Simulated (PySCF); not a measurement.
# Si²⁺: dipole response in x2c-TZVPPall plus 1 even-tempered diffuse shell per l

Aim: the static polarisability and the C₆ coefficient of Si²⁺, method by method.

Program: PySCF 2.14.0. Level of theory: unrestricted determinants in a Gaussian basis, no spin-orbit coupling in the energies. These are calculated values, not measurements, unless marked.

### 1 The atom as given

* Element: silicon (Z = 14)
* Basis: x2c-TZVPPall with one added diffuse shell each of s, p, d type (6s6p4d1f, 51 functions)
* Hamiltonian: scalar relativity by spin-free X2C-1e
* State 1: Si²⁺: [Ne] 3s2, closed-shell 1S
* Methods: UHF, PBE, PBE0, BP86, LC-wPBE

The outer shells:

Si2+ [Ne] 3s2
```
[Ne] core
3s [↑↓]
```

The runs were made by one driver on top of PySCF. The scripts below sum up each run's settings (the driver also hands on starting orbitals that pick excited configurations, and frozen orbitals as a list rather than a count), and the logs come from the driver's own runs. The driver starts from symmetry-adapted Hartree-Fock orbitals, holds the occupation by maximum overlap and uses a logarithmic radial grid for functionals, so a plain start would take other cycles.

The integrals over 51 functions and the set-up took 0.14 s of CPU time.

### 2 Si²⁺

UHF:

Contents of input.py:

```python
from pyscf import gto, scf, dft, mp, cc
import basis_set_exchange as bse
mol = gto.M(atom="Si 0 0 0", charge=2, spin=0, symmetry="D2h",
            basis=gto.basis.parse(bse.get_basis("x2c-TZVPPall", elements=["Si"], fmt="nwchem", augment_diffuse=1)),
            nucmod="G")
mf = scf.UHF(mol).sfx2c1e()
mf.irrep_nelec = {'Ag': (3, 3), 'B1u': (1, 1), 'B2u': (1, 1), 'B3u': (1, 1)}
mf.kernel()
```

What it wrote:

```text
damping factor = 0
level_shift factor = 0
DIIS = <class 'pyscf.scf.diis.CDIIS'>
diis_start_cycle = 1
diis_space = 10
diis_damp = 0
SCF conv_tol = 1e-09
SCF conv_tol_grad = None
number electrons alpha = 6  beta = 6
cycle= 1 E= -288.592504138056  delta_E= -7.62e-12  |g|= 5.11e-07  |ddm|= 1.18e-05
converged SCF energy = -288.592504138056  <S^2> = -5.3290705e-15  2S+1 = 1
```

It used 0.58 s of CPU time after the integrals (shared host).

Orbital energies by shell (radii are means over both spins):

```csv
shell,electrons,mean orbital energy (eV),spread (eV),rms radius (bohr)
1s,2,-1899.0,0,0.129
2s,2,-189.77,0,0.611
2p,6,-137.18,0,0.598
3s,2,-32.229,0,2.12
```

⟨S²⟩ = 0.000, ⟨L²⟩ = 0.00.

The driver then solved the coupled dipole response at imaginary frequencies: mean α = 12.44 bohr³, C₆ = 44.35 au for a like pair.

PBE:

Changes to input.py:

```diff
@@ -5,3 +5,3 @@
             nucmod="G")
-mf = scf.UHF(mol).sfx2c1e()
+mf = dft.UKS(mol, xc="PBE").sfx2c1e()
 mf.irrep_nelec = {'Ag': (3, 3), 'B1u': (1, 1), 'B2u': (1, 1), 'B3u': (1, 1)}
```

What it wrote:

```text
damping factor = 0
level_shift factor = 0
DIIS = <class 'pyscf.scf.diis.CDIIS'>
diis_start_cycle = 1
diis_space = 10
diis_damp = 0
SCF conv_tol = 1e-09
SCF conv_tol_grad = None
number electrons alpha = 6  beta = 6
XC functionals = PBE
    J. P. Perdew, K. Burke, and M. Ernzerhof.,  Phys. Rev. Lett. 77, 3865 (1996)
    J. P. Perdew, K. Burke, and M. Ernzerhof.,  Phys. Rev. Lett. 78, 1396 (1997)
    J. P. Perdew, K. Burke, and M. Ernzerhof.,  Phys. Rev. Lett. 77, 3865 (1996)
    J. P. Perdew, K. Burke, and M. Ernzerhof.,  Phys. Rev. Lett. 78, 1396 (1997)
cycle= 1 E= -288.930663427892  delta_E= -0.00553  |g|= 0.0206  |ddm|= 0.137
cycle= 2 E= -288.930691917288  delta_E= -2.85e-05  |g|= 0.0108  |ddm|= 0.009
cycle= 3 E= -288.930702610455  delta_E= -1.07e-05  |g|= 1.25e-05  |ddm|= 0.00349
cycle= 4 E= -288.930702610511  delta_E= -5.56e-11  |g|= 2.41e-06  |ddm|= 4.61e-05
converged SCF energy = -288.930702610511  <S^2> = -7.1054274e-15  2S+1 = 1
```

It used 1.1 s of CPU time after the integrals (shared host).

The driver then solved the coupled dipole response at imaginary frequencies: mean α = 11.57 bohr³, C₆ = 39.60 au for a like pair.

PBE0:

Changes to input.py:

```diff
@@ -5,3 +5,3 @@
             nucmod="G")
-mf = dft.UKS(mol, xc="PBE").sfx2c1e()
+mf = dft.UKS(mol, xc="PBE0").sfx2c1e()
 mf.irrep_nelec = {'Ag': (3, 3), 'B1u': (1, 1), 'B2u': (1, 1), 'B3u': (1, 1)}
```

What it wrote:

```text
damping factor = 0
level_shift factor = 0
DIIS = <class 'pyscf.scf.diis.CDIIS'>
diis_start_cycle = 1
diis_space = 10
diis_damp = 0
SCF conv_tol = 1e-09
SCF conv_tol_grad = None
number electrons alpha = 6  beta = 6
XC functionals = PBE0
    C. Adamo and V. Barone.,  J. Chem. Phys. 110, 6158 (1999)
    M. Ernzerhof and G. E. Scuseria.,  J. Chem. Phys. 110, 5029 (1999)
cycle= 1 E= -288.953421471621  delta_E= -0.00295  |g|= 0.0109  |ddm|= 0.107
cycle= 2 E= -288.953431938624  delta_E= -1.05e-05  |g|= 0.00422  |ddm|= 0.0116
cycle= 3 E= -288.953433567135  delta_E= -1.63e-06  |g|= 0.000202  |ddm|= 0.00108
cycle= 4 E= -288.953433570988  delta_E= -3.85e-09  |g|= 3.86e-06  |ddm|= 0.000176
cycle= 5 E= -288.95343357099  delta_E= -1.76e-12  |g|= 3.8e-08  |ddm|= 4.04e-06
converged SCF energy = -288.95343357099  <S^2> = -5.3290705e-15  2S+1 = 1
```

CPU time 1.6 s on a shared host, the integrals not counted.

The driver then solved the coupled dipole response at imaginary frequencies: mean α = 11.82 bohr³, C₆ = 40.92 au for a like pair.

BP86:

Changes to input.py:

```diff
@@ -5,3 +5,3 @@
             nucmod="G")
-mf = dft.UKS(mol, xc="PBE0").sfx2c1e()
+mf = dft.UKS(mol, xc="B88,P86").sfx2c1e()
 mf.irrep_nelec = {'Ag': (3, 3), 'B1u': (1, 1), 'B2u': (1, 1), 'B3u': (1, 1)}
```

What it wrote:

```text
damping factor = 0
level_shift factor = 0
DIIS = <class 'pyscf.scf.diis.CDIIS'>
diis_start_cycle = 1
diis_space = 10
diis_damp = 0
SCF conv_tol = 1e-09
SCF conv_tol_grad = None
number electrons alpha = 6  beta = 6
XC functionals = B88,P86
    A. D. Becke.,  Phys. Rev. A 38, 3098 (1988)
    J. P. Perdew.,  Phys. Rev. B 33, 8822 (1986)
cycle= 1 E= -289.100453832535  delta_E= -0.00576  |g|= 0.0159  |ddm|= 0.155
cycle= 2 E= -289.100471097206  delta_E= -1.73e-05  |g|= 0.00827  |ddm|= 0.0114
cycle= 3 E= -289.100477428487  delta_E= -6.33e-06  |g|= 2.51e-05  |ddm|= 0.00265
cycle= 4 E= -289.100477428534  delta_E= -4.66e-11  |g|= 2.9e-06  |ddm|= 6.58e-06
converged SCF energy = -289.100477428534  <S^2> = -5.3290705e-15  2S+1 = 1
```

CPU time 1.1 s on a shared host, the integrals not counted.

The driver then solved the coupled dipole response at imaginary frequencies: mean α = 11.42 bohr³, C₆ = 38.82 au for a like pair.

LC-wPBE:

Changes to input.py:

```diff
@@ -5,3 +5,3 @@
             nucmod="G")
-mf = dft.UKS(mol, xc="B88,P86").sfx2c1e()
+mf = dft.UKS(mol, xc="LC_WPBE").sfx2c1e()
 mf.irrep_nelec = {'Ag': (3, 3), 'B1u': (1, 1), 'B2u': (1, 1), 'B3u': (1, 1)}
```

What it wrote:

```text
damping factor = 0
level_shift factor = 0
DIIS = <class 'pyscf.scf.diis.CDIIS'>
diis_start_cycle = 1
diis_space = 10
diis_damp = 0
SCF conv_tol = 1e-09
SCF conv_tol_grad = None
number electrons alpha = 6  beta = 6
XC functionals = LC_WPBE
    O. A. Vydrov and G. E. Scuseria.,  J. Chem. Phys. 125, 234109 (2006)
cycle= 1 E= -288.967731732236  delta_E= -0.00542  |g|= 0.0203  |ddm|= 0.107
cycle= 2 E= -288.967798339606  delta_E= -6.66e-05  |g|= 0.00677  |ddm|= 0.0332
cycle= 3 E= -288.967803804286  delta_E= -5.46e-06  |g|= 0.000907  |ddm|= 0.00448
cycle= 4 E= -288.967804138608  delta_E= -3.34e-07  |g|= 6.11e-05  |ddm|= 0.00302
cycle= 5 E= -288.967804141661  delta_E= -3.05e-09  |g|= 1.51e-06  |ddm|= 0.000302
cycle= 6 E= -288.967804141662  delta_E= -1.42e-12  |g|= 7.71e-08  |ddm|= 4.26e-06
converged SCF energy = -288.967804141662  <S^2> = -8.8817842e-15  2S+1 = 1
```

CPU time 2 s on a shared host, the integrals not counted.

The driver then solved the coupled dipole response at imaginary frequencies: mean α = 12.03 bohr³, C₆ = 41.86 au for a like pair.

Radial density 4πr²ρ of Si²⁺ at UHF:

| r (bohr) | density |
| --- | --- |
| 0.00205 | 0.0991 |
| 0.00344 | 0.266 |
| 0.00579 | 0.683 |
| 0.00975 | 1.69 |
| 0.0164 | 3.91 |
| 0.0276 | 7.99 |
| 0.0464 | 13.3 |
| 0.0780 | 15.8 |
| 0.131 | 12.1 |
| 0.221 | 9.86 |
| 0.371 | 14.2 |
| 0.624 | 9.90 |
| 1.05 | 2.26 |
| 1.77 | 1.27 |
| 2.97 | 0.353 |
| 5.00 | 0.00667 |

### 3 The response side by side

Si²⁺, in atomic units:

| method | mean α | C₆ (like pair) | S(−4) |
| --- | --- | --- | --- |
| UHF | 12.44 | 44.35 | 89.56 |
| PBE | 11.57 | 39.60 | 78.63 |
| PBE0 | 11.82 | 40.92 | 81.83 |
| BP86 | 11.42 | 38.82 | 76.76 |
| LC-wPBE | 12.03 | 41.86 | 85.33 |

α(iu) at LC-wPBE:

```
u (hartree)  α(iu) (bohr³)
          0          12.03
     0.0500          11.82
      0.100          11.23
      0.200          9.384
      0.300          7.382
      0.500          4.440
      0.750          2.563
       1.00          1.659
       1.50         0.8873
       2.00         0.5780
       3.00         0.3287
       5.00         0.1687
```

### 4 Summary of results

| quantity | value |
| --- | --- |
| α of Si²⁺ | 11.42 (BP86) to 12.44 (UHF) bohr³ |

A single London oscillator with the computed α and C₆ of Si²⁺ at UHF would have ω = 4 C₆ / (3 α²) = 0.382 hartree. All values hold for this basis alone; no basis-set limit was taken.
